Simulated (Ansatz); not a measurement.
# CH₄SeSi: one structure at several levels

One table from this session's results is given with a row withheld; the runs are named, their logs left out.

Method: single points in def2-TZVPP; program: Ansatz 0.2.0, Gaussian basis.

Cores are frozen in the correlated methods. Filled d shells of the heavier atoms are correlated.

**The system as given**

SMILES `C=[SiH][SeH]`, 7 atoms, charge 0, spin multiplicity 1.

Atoms are counted from 1 here; the program's logs count them from 0.

Bond lengths: C1–Si2 1.774 Å, C1–H4 1.106 Å, C1–H5 1.087 Å, Si2–Se3 2.384 Å, Si2–H6 1.526 Å, Se3–H7 1.503 Å. Angles: Si2–C1–H4 119.5°, Si2–C1–H5 121.8°, H4–C1–H5 118.5°, C1–Si2–Se3 121.5°, C1–Si2–H6 135.7°, Se3–Si2–H6 102.7°, Si2–Se3–H7 92.3°.

Geometry (Å):

```xyz
7
CH4SeSi
C    -0.62840    0.72060   -0.89310
Si   -0.17590    0.25970    0.75890
Se    1.28370   -1.57650    1.18620
H    -0.16850    0.19590   -1.75090
H    -1.30400    1.54850   -1.09220
H    -0.48240    0.77840    2.16090
H     1.44550   -1.86590   -0.27970
```

Set-up of the first run:

Contents of run/in.yaml:

```yaml
crystal:
  periodic: [false, false, false]
  atoms:
    - {symbol: C, position_ang: [-0.628400, 0.720600, -0.893100]}
    - {symbol: Si, position_ang: [-0.175900, 0.259700, 0.758900]}
    - {symbol: Se, position_ang: [1.283700, -1.576500, 1.186200]}
    - {symbol: H, position_ang: [-0.168500, 0.195900, -1.750900]}
    - {symbol: H, position_ang: [-1.304000, 1.548500, -1.092200]}
    - {symbol: H, position_ang: [-0.482400, 0.778400, 2.160900]}
    - {symbol: H, position_ang: [1.445500, -1.865900, -0.279700]}
basis:
  gaussian: {orbitals: def2-TZVPP}
correlation: {method: ccsd_t}
output: {forces: true}
```

The command line of these runs was not kept.

Among the steps run: CCSD(T)/def2-TZVPP; PBE0-D4/def2-TZVPP; wB97M-V/def2-TZVPP; r2SCAN-D4/def2-TZVPP; PBE-D4/def2-TZVPP; wB97X-V/def2-TZVPP; r2SCAN0-D4/def2-TZVPP.

One of the session's tables, all rows but one given; the rest of the session is left out.

| method | RMS force component (eV/Å) | angle to CCSD(T) forces (°) | dipole (D) |
| --- | --- | --- | --- |
| CCSD(T) | 0.618 | reference | 0.44 |
| PBE0-D4 | 0.692 | 12.2 | 0.38 |
| wB97M-V | 0.746 | 13.5 | 0.49 |
| r2SCAN-D4 | 0.654 | 9.8 | 0.32 |
| PBE-D4 | 0.557 | 15.5 | 0.28 |
| wB97X-V | ? | ? | ? |
| r2SCAN0-D4 | 0.752 | 11.2 | 0.41 |

Q: Estimate the row for wB97X-V from the others.

As computed: RMS force component (eV/Å): 0.765; angle to CCSD(T) forces (°): 14.1; dipole (D): 0.50. In the column «RMS force component (eV/Å)» it is the highest.
